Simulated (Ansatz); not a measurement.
# CH₃BBr radical: small, medium and large basis sets

The task here is to estimate one member of a computed series from the others.

The runs use Ansatz 0.2.0, Gaussian basis; one geometry, several basis sets.

Levels to be run: PBE0-D4/def2-SVP; ωB97M-V/def2-SVP; PBE0-D4/def2-QZVPP; ωB97M-V/def2-QZVPP; the functionals' def2-TZVPP values are taken from earlier runs.

### Structure used throughout

All runs share one geometry, relaxed beforehand with PBE0-D4 in a triple-zeta def2 set.

SMILES `C[B]Br`, 6 atoms, charge 0, spin multiplicity 2.

Atoms are counted from 1 here; the program's logs count them from 0.

Bond lengths: C1–B2 1.542 Å, C1–H4 1.099 Å, C1–H5 1.094 Å, C1–H6 1.092 Å, B2–Br3 1.890 Å. Angles: B2–C1–H4 106.3°, B2–C1–H5 113.4°, B2–C1–H6 112.9°, H4–C1–H5 107.1°, H4–C1–H6 106.6°, H5–C1–H6 109.9°, C1–B2–Br3 126.3°.

Set-up of the first run:

in.yaml reads:

```yaml
crystal:
  periodic: [false, false, false]
  atoms:
    - {symbol: C, position_ang: [-0.320444, 0.337316, -0.311032]}
    - {symbol: B, position_ang: [0.157592, -1.056183, 0.144233]}
    - {symbol: Br, position_ang: [1.616756, -1.419347, 1.288475]}
    - {symbol: H, position_ang: [-1.026376, 0.687734, 0.455609]}
    - {symbol: H, position_ang: [0.484959, 1.075969, -0.369824]}
    - {symbol: H, position_ang: [-0.870287, 0.310411, -1.253561]}
basis:
  gaussian: {orbitals: def2-SVP}
magnetization: {spin_polarized: true, initial_magnetization: 1}
hamiltonian: {xc: pbe0, dispersion: d4}
output: {orbitals: {seedname: orbitals}}
```

Steps of the session up to this table: PBE0-D4 in def2-SVP; ωB97M-V in def2-SVP; PBE0-D4 in def2-QZVPP; ωB97M-V in def2-QZVPP.

One table of the session follows, with a row left open; its other results are not shown here.

It belongs to the step «Functionals by basis». 

```
functional       basis  HOMO (eV)  LUMO (eV)
   PBE0-D4    def2-SVP      -5.62      -1.53
   PBE0-D4  def2-TZVPP      -5.72      -1.61
   PBE0-D4  def2-QZVPP      -5.73      -1.63
   ωB97M-V    def2-SVP      -7.43       0.41
   ωB97M-V  def2-TZVPP      -7.56       0.03
   ωB97M-V  def2-QZVPP          ?          ?
```

**Question.** Estimate the row for ωB97M-V, def2-QZVPP.

As computed: HOMO (eV): -7.58; LUMO (eV): -0.04. In the column «HOMO (eV)» it is the lowest.
